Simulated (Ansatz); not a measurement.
# C₁₁H₁₃FTi: a ladder of functionals

An exercise on one series of results from a longer session: the logs are not shown, and one member is left open.

The runs use Ansatz 0.2.0, Gaussian basis; functionals in def2-TZVPP.

Levels to be run: LDA (SPW92), PBE-D4, revPBE-D4, BLYP-D4, r2SCAN-D4, B97M-V, PBE0-D4.

## Structure used throughout

All runs share one geometry, relaxed beforehand with PBE0-D4 in a triple-zeta def2 set.

SMILES `[CH3][Ti]12345678([F])([C@H]9[C@@H]1[C@@H]2[C@@H]3[C@H]94)[C@H]1[C@@H]5[C@@H]6[C@@H]7[C@H]18`, 26 atoms, charge 0, spin multiplicity 1.

Atoms are counted from 1 here; the program's logs count them from 0.

Bond lengths: C1–Ti2 2.155 Å, C1–H14 1.091 Å, C1–H15 1.093 Å, C1–H16 1.093 Å, Ti2–F3 1.815 Å, Ti2–C4 2.410 Å, Ti2–C5 2.398 Å, Ti2–C6 2.386 Å, Ti2–C7 2.369 Å, Ti2–C8 2.411 Å, Ti2–C9 2.388 Å, Ti2–C10 2.392 Å, Ti2–C11 2.393 Å, Ti2–C12 2.397 Å, Ti2–C13 2.392 Å, C4–C5 1.415 Å, C4–C8 1.400 Å, C4–H17 1.079 Å and more. Angles: Ti2–C1–H14 108.5°, Ti2–C1–H15 107.3°, Ti2–C1–H16 115.2°, H14–C1–H15 108.4°, H14–C1–H16 108.6°, H15–C1–H16 108.7°, C1–Ti2–F3 94.2°, C1–Ti2–C4 82.9°, C1–Ti2–C5 77.0°, C1–Ti2–C6 106.0°, C1–Ti2–C7 133.8°, C1–Ti2–C8 115.7°, C1–Ti2–C9 125.2°, C1–Ti2–C10 129.3°, C1–Ti2–C11 96.3°, C1–Ti2–C12 74.4°, C1–Ti2–C13 91.0°, F3–Ti2–C4 88.3° and more.

Set-up of the first run:

File in.yaml:

```yaml
crystal:
  periodic: [false, false, false]
  atoms:
    - {symbol: C, position_ang: [-1.284551, -1.799784, -0.083155]}
    - {symbol: Ti, position_ang: [-0.008922, -0.133896, 0.407038]}
    - {symbol: F, position_ang: [0.060001, -0.536278, 2.175176]}
    - {symbol: C, position_ang: [-2.112249, 0.971435, 0.812587]}
    - {symbol: C, position_ang: [-1.918087, 0.921320, -0.588025]}
    - {symbol: C, position_ang: [-0.795787, 1.703694, -0.896495]}
    - {symbol: C, position_ang: [-0.277197, 2.218550, 0.317042]}
    - {symbol: C, position_ang: [-1.114246, 1.784460, 1.362148]}
    - {symbol: C, position_ang: [2.371945, -0.225116, 0.564937]}
    - {symbol: C, position_ang: [2.065482, 0.526904, -0.583637]}
    - {symbol: C, position_ang: [1.418737, -0.325525, -1.503730]}
    - {symbol: C, position_ang: [1.338038, -1.605707, -0.922146]}
    - {symbol: C, position_ang: [1.923890, -1.542515, 0.355449]}
    - {symbol: H, position_ang: [-2.235418, -1.673175, 0.437292]}
    - {symbol: H, position_ang: [-0.800059, -2.702153, 0.297115]}
    - {symbol: H, position_ang: [-1.486396, -1.933650, -1.148486]}
    - {symbol: H, position_ang: [-2.863686, 0.432585, 1.368315]}
    - {symbol: H, position_ang: [-2.523131, 0.371384, -1.291409]}
    - {symbol: H, position_ang: [-0.389328, 1.871898, -1.881278]}
    - {symbol: H, position_ang: [0.584799, 2.858693, 0.423016]}
    - {symbol: H, position_ang: [-0.952880, 1.959750, 2.414474]}
    - {symbol: H, position_ang: [2.815790, 0.154324, 1.473073]}
    - {symbol: H, position_ang: [2.281745, 1.573016, -0.733162]}
    - {symbol: H, position_ang: [1.050663, -0.051103, -2.480336]}
    - {symbol: H, position_ang: [0.898302, -2.478239, -1.376513]}
    - {symbol: H, position_ang: [1.952545, -2.340853, 1.080722]}
basis:
  gaussian: {orbitals: def2-TZVPP}
hamiltonian: {xc: lda}
output: {orbitals: {seedname: orbitals}}
```

On the command line:

```
$ ansatz run in.yaml --threads 11 --pin off --events-out ev --progress --plain --max-ram 110592MiB --backend cuda --devices 0, --max-vram 75GiB
```

Among the steps run: LDA; PBE-D4 (GGA); revPBE-D4 (GGA); BLYP-D4 (GGA); r2SCAN-D4 (meta-GGA); B97M-V (meta-GGA); PBE0-D4 (hybrid).

One table of the session follows, with a row left open; its other results are not shown here.

```
 functional  HOMO (eV)  LUMO (eV)  gap (eV)
LDA (SPW92)      -5.84      -2.85      2.99
     PBE-D4      -5.63      -2.55      3.07
  revPBE-D4      -5.55      -2.45      3.10
    BLYP-D4      -5.46      -2.43      3.03
  r2SCAN-D4      -5.79      -2.41      3.38
     B97M-V      -5.83      -2.37      3.46
    PBE0-D4          ?          ?         ?
```

Q: Estimate the row for PBE0-D4 from the others.

**Answer.** HOMO (eV): -6.61; LUMO (eV): -1.41; gap (eV): 5.20. In the column «HOMO (eV)» it is the lowest.
